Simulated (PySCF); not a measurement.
# AsH6PSi: the cost of one run

The runs use PySCF 2.14.0, with density-fitted response routines of our own; the level of theory stands in each step. All values are computed, except where a source is named. Atoms are numbered from 0 throughout.

## 1. The starting structure

9 atoms, charge 0, multiplicity 1; geometry from: GFN2-xTB. The atoms were then displaced at random by about 0.01 Å, so the start is not that level's minimum.

Bonds of the start (Å): P0–Si1 2.21, Si1–As2 2.33, P0–H3 1.35, P0–H4 1.39, Si1–H5 1.47, Si1–H6 1.47, As2–H7 1.52, As2–H8 1.52.

## 2. Geometry optimisation at PBE0-D3(BJ)/def2-SVP

The job: settings as JSON, then the geometry in Å.

```
{"job": {"xc": "PBE0", "basis": "def2-SVP", "d3": "d3bj", "grid": 1, "shake": 0.01, "kind": "geom"}, "charge": 0, "multiplicity": 1}
P     -1.814500     0.362320    -0.688490
Si    -0.010290    -0.648600     0.101060
As     1.859200     0.388980    -0.814980
H     -2.675560    -0.194800     0.196250
H     -1.694420     1.508120     0.084710
H     -0.048460    -0.717680     1.572620
H     -0.108650    -2.031370    -0.381060
H      2.794270    -0.264490     0.193940
H      1.756220     1.580360     0.129450
```

Command:

```bash
$ OMP_NUM_THREADS=1 python probes_run.py task.json out
```

The driver reads the jobs from task.json and runs them one after another.

Q: Estimate the wall time and peak memory of this first job on 1 thread of Arm Neoverse V1, shared host.

About 17 s, with a peak of 0.41 GiB.
